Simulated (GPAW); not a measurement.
Runs of GPAW 26.7.0 on Zn3H. The structure is cubic, space group Fm-3m (No. 225). The conventional cell has a = 5.993 Å, b = 5.993 Å, c = 5.993 Å, α = 90.00°, β = 90.00°, γ = 90.00°. Around Zn (site symmetry m-3m) lie 8 Zn at 2.60 Å. Around Zn (site symmetry -43m) lie 4 Zn at 2.60 Å and 4 H at 2.60 Å. H (site symmetry m-3m) is surrounded by 8 Zn at 2.60 Å. The cell was built by a generator and needn't be a form met in nature.

```tsv
level	potentials or basis	eigensolver	pressure (GPa)
PBEsol	PAW data sets generated in the run's folder for this functional, pw	-	-4.7
revPBE	the program's PAW data sets (release 1.2.1) made for this functional, pw	-	1.8
BLYP	PAW data sets generated in the run's folder for this functional, pw	davidson	(b)
r2SCAN	GPAW PAW data sets (gpaw-data 1.2.1), pw	-	(a)
RPBE	the program's PAW data sets (release 1.2.1) made for this functional, pw	-	2.6
LDA	the program's PAW data sets (release 1.2.1) made for this functional, pw	-	-7.7
```

Alike in all rows: task band structure; no spin polarisation; cell as given; k mesh 6 × 6 × 6; cutoff (eV) 600; smearing fermi-dirac 0.05 eV.

Question: Fill in the values left out.

Answer: (a) -3.2; (b) 4.9.

Caveats: the PAW data sets were made with another functional, which shifts forces and pressure a little (some runs).

Runs at the PBE level aren't shown here.
